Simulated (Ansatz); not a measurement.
F2H4O2Si2, SMILES O[SiH](F)O[SiH2]F, harmonic frequencies at the relaxed geometry

Computed with Ansatz 0.2.0, Python API.

Run as a notebook:

In [1]:
```python
import ansatz as az
import numpy as np
```

In [2]:
```python
SETTINGS = {
    "basis_set": "def2-SVP",
    "functional": "r2scan",
    "dispersion": "d3bj",
}
```

In [3]:
```python
GEOMETRY = """
O    -1.30340   -1.23100    1.87740
Si   -0.47900    0.01470    1.14700
F    -1.50140    1.26030    0.95240
O     0.08910   -0.45720   -0.34630
Si    0.95490    0.14440   -1.56490
F     2.42380    0.42040   -0.96830
H    -2.23480   -1.25110    1.54510
H     0.70870    0.41240    1.99480
H     0.39240    1.45060   -1.98950
H     1.03280   -0.81470   -2.64460
"""

system = az.Crystal.molecule()
for line in GEOMETRY.strip().splitlines():
    symbol, *xyz = line.split()
    system = system.atom(symbol, [float(v) for v in xyz])
```

In [4]:
```python
calc = (
    system.calculation()
    .basis(gaussian=SETTINGS["basis_set"])
    .functional(SETTINGS["functional"], dispersion=SETTINGS["dispersion"])  # level of theory
)
symbols = [site.symbol for site in system.cartesian_sites]
start = np.array([site.position_ang for site in system.cartesian_sites], dtype=float)
def progress(event):
    if event["event"] == "relax_step":
        row = event["data"]
        print(f"step {row['step']:3d}  E = {row['lagrangian_ev']:.6f} eV  max force {row['allowed_force_max_ev_ang']:.4f} eV/A")
```

In [5]:
```python
data = calc.relax(force_tolerance=0.003, max_steps=100).session().plan().execute(on_event=progress).report
end = np.array(data["positions_ang"])
```
```text
DeckWarning: the engine holds no damping parameters fitted to this dispersion correction and functional, so the run takes those fitted to r2scan beside the three-body term, which d3bj leaves out (hamiltonian.dispersion, under Limitations)
step   1  E = -25336.869418 eV  max force 1.3565 eV/A
step   2  E = -25336.961517 eV  max force 0.7279 eV/A
step   3  E = -25337.001724 eV  max force 0.4752 eV/A
step   4  E = -25336.997500 eV  max force 0.7569 eV/A
step   5  E = -25337.017490 eV  max force 0.1380 eV/A
step   6  E = -25337.022743 eV  max force 0.0580 eV/A
step   7  E = -25337.014123 eV  max force 0.6982 eV/A
step   8  E = -25337.025126 eV  max force 0.0234 eV/A
step   9  E = -25337.025581 eV  max force 0.1102 eV/A
step  10  E = -25337.025800 eV  max force 0.0676 eV/A
step  11  E = -25337.026365 eV  max force 0.0181 eV/A
step  12  E = -25337.026370 eV  max force 0.0181 eV/A
step  13  E = -25337.027073 eV  max force 0.0532 eV/A
step  14  E = -25337.024294 eV  max force 0.2695 eV/A
step  15  E = -25337.026995 eV  max force 0.0794 eV/A
step  16  E = -25337.027395 eV  max force 0.0058 eV/A
step  17  E = -25337.027955 eV  max force 0.0801 eV/A
step  18  E = -25337.028236 eV  max force 0.1393 eV/A
step  19  E = -25337.028878 eV  max force 0.0761 eV/A
step  20  E = -25337.029931 eV  max force 0.0443 eV/A
step  21  E = -25337.029406 eV  max force 0.2023 eV/A
step  22  E = -25337.030688 eV  max force 0.0676 eV/A
step  23  E = -25337.030735 eV  max force 0.1294 eV/A
step  24  E = -25337.031541 eV  max force 0.0472 eV/A
step  25  E = -25337.031908 eV  max force 0.0053 eV/A
step  26  E = -25337.032337 eV  max force 0.0325 eV/A
step  27  E = -25337.031899 eV  max force 0.1136 eV/A
step  28  E = -25337.032605 eV  max force 0.0296 eV/A
step  29  E = -25337.032678 eV  max force 0.0248 eV/A
step  30  E = -25337.032739 eV  max force 0.0125 eV/A
step  31  E = -25337.032771 eV  max force 0.0095 eV/A
step  32  E = -25337.032778 eV  max force 0.0049 eV/A
step  33  E = -25337.032781 eV  max force 0.0047 eV/A
step  34  E = -25337.032783 eV  max force 0.0013 eV/A
```

In [6]:
```python
print("bond        before    after (A)")
for i, j in [(0, 1), (0, 6), (1, 2), (1, 3), (1, 7), (3, 4), (4, 5), (4, 8), (4, 9)]:
    d0, d1 = (np.linalg.norm(xyz[i] - xyz[j]) for xyz in (start, end))
    print(f"{symbols[i]}{i}-{symbols[j]}{j}".ljust(10), f"{d0:8.4f} {d1:8.4f}")
```
```text
bond        before    after (A)
O0-Si1       1.6628   1.6373
O0-H6        0.9891   0.9642
Si1-F2       1.6232   1.6204
Si1-O3       1.6659   1.6496
Si1-H7       1.5125   1.4679
O3-Si4       1.6114   1.6494
Si4-F5       1.6093   1.6202
Si4-H8       1.4842   1.4833
Si4-H9       1.4463   1.4805
```

In [7]:
```python
# same settings at the minimum
minimum = az.Crystal.molecule()
for symbol, xyz in zip(symbols, end):
    minimum = minimum.atom(symbol, xyz.tolist())
vibrating = (
    minimum.calculation()
    .basis(gaussian=SETTINGS["basis_set"])  # atom-centred Gaussian functions
    .functional(SETTINGS["functional"], dispersion=SETTINGS["dispersion"])
    .phonons(temperatures=(298.15, 498.15, 100))
)
vib = vibrating.run().report["vibrations"]
sums = vib["harmonic_sums"]
modes = [m["omega_inv_cm"] for m in sums["modes_at_gamma"] if m["rigid_motion"] == "no"]
for number, w in enumerate(modes, start=1):
    print(f"mode {number:2d} {w:9.1f} 1/cm {w / 8065.544 * 1000:8.2f} meV")
print("imaginary modes:", sum(w < 0 for w in modes), " zero-point energy:", round(sums["zero_point_energy_ev"], 4), "eV")
print("T (K)   F_vib (eV)   S_vib (meV/K)   C_vib (meV/K)")
for row in zip(sums["temperatures_k"], sums["vibrational_free_energy_ev"], vib["entropy_ev_per_k"], vib["heat_capacity_ev_per_k"]):
    print(f"{row[0]:6.1f} {row[1]:11.4f} {1000 * row[2]:13.4f} {1000 * row[3]:15.4f}")
```
```text
mode  1      27.7 1/cm     3.44 meV
mode  2      41.4 1/cm     5.13 meV
mode  3      54.7 1/cm     6.78 meV
mode  4     170.7 1/cm    21.16 meV
mode  5     264.2 1/cm    32.76 meV
mode  6     314.4 1/cm    38.98 meV
mode  7     370.8 1/cm    45.97 meV
mode  8     390.5 1/cm    48.42 meV
mode  9     610.5 1/cm    75.69 meV
mode 10     710.5 1/cm    88.09 meV
mode 11     739.7 1/cm    91.71 meV
mode 12     759.5 1/cm    94.16 meV
mode 13     830.5 1/cm   102.96 meV
mode 14     871.5 1/cm   108.05 meV
mode 15     875.3 1/cm   108.53 meV
mode 16     898.0 1/cm   111.34 meV
mode 17     978.5 1/cm   121.32 meV
mode 18     983.2 1/cm   121.90 meV
mode 19     989.0 1/cm   122.62 meV
mode 20    1106.9 1/cm   137.23 meV
mode 21    2278.0 1/cm   282.43 meV
mode 22    2295.3 1/cm   284.58 meV
mode 23    2365.8 1/cm   293.32 meV
mode 24    3891.6 1/cm   482.50 meV
imaginary modes: 0  zero-point energy: 1.4145 eV
T (K)   F_vib (eV)   S_vib (meV/K)   C_vib (meV/K)
 298.1      1.2351        1.1067          0.9181
 398.1      1.1094        1.4048          1.1429
 498.1      0.9550        1.6797          1.3082
```

Total energies depend on the basis set; only differences at equal settings carry meaning. Warnings are shown shortened and without file and line. The frequencies are harmonic and unscaled, in a modest basis. The result belongs to the one conformer reached from this start, and soft torsions count as harmonic oscillators. A dispersion term here runs with damping parameters fitted for another variant or functional. Hardware and time: 9.5 min on 1 thread of Arm Neoverse V1, on a shared host, peak memory 0.25 GiB.

(Lines on the test bed's own set-up are left out of the output.)
